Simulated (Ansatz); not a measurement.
# BClFH4NO: the cost of one run

All numbers below are computed with Ansatz 0.2.0 (RKS PBE/def2-SVP).

**1. The structure to begin with**

Bond lengths: N2–H3 1.060 Å, N2–H4 1.060 Å, B1–F5 1.320 Å, B1–Cl6 1.860 Å, B1–O7 1.710 Å, O7–H8 1.010 Å, N2–H9 1.135 Å. Angles: H3–N2–H4 120.0°, H3–N2–H9 97.7°, H4–N2–H9 98.8°, F5–B1–Cl6 120.0°, F5–B1–O7 114.2°, Cl6–B1–O7 84.6°, B1–O7–H8 109.5°.

Structure file:

```xyz
9

B     0.0000    0.0000    0.0000
N     0.0000    0.0000    1.9000
H    -0.8770   -0.2713    2.4300
H     0.8770    0.2713    2.4300
F     1.1431    0.0000   -0.6600
Cl   -1.6108    0.0000   -0.9300
O    -0.4975    1.5446    0.5392
H    -1.4276    1.7380    0.1962
H    -0.3332    1.0344    1.5734
```

**2. Pulling towards end A**

Springs on the bonds that form and break draw the guess towards this end; the thresholds are loose.

input.yaml reads:

```yaml
crystal:
  periodic: [false, false, false]
  atoms:
    - { symbol: B, position_ang: [0.0, 0.0, 0.0] }
    - { symbol: "N", position_ang: [0.0, 0.0, 1.9] }
    - { symbol: H, position_ang: [-0.877, -0.2713, 2.43] }
    - { symbol: H, position_ang: [0.877, 0.2713, 2.43] }
    - { symbol: F, position_ang: [1.1431, 0.0, -0.66] }
    - { symbol: Cl, position_ang: [-1.6108, 0.0, -0.93] }
    - { symbol: O, position_ang: [-0.4975, 1.5446, 0.5392] }
    - { symbol: H, position_ang: [-1.4276, 1.738, 0.1962] }
    - { symbol: H, position_ang: [-0.3332, 1.0344, 1.5734] }
basis:
  gaussian: { orbitals: def2-SVP }
hamiltonian:
  xc: pbe
relax:
  f_tol: 0.15
  max_steps: 25
  restrain:
    - { distance: [0, 6], at: 2.61, k: 30.0 }
    - { distance: [8, 1], at: 2.26, k: 30.0 }
    - { distance: [0, 1], at: 1.55, k: 30.0 }
    - { distance: [8, 6], at: 1.01, k: 30.0 }
```

Launch:

```console
> ansatz run input.yaml --threads 2 --pin off --max-ram 3072MiB --backend cpu --events-out ev --progress --plain --runs-dir out
```

Q: Estimate wall time and peak memory on 2 threads of Intel Xeon at 2.50GHz (Skylake/Cascade Lake), shared host.

About 1.8 min, with a peak of 0.18 GiB.
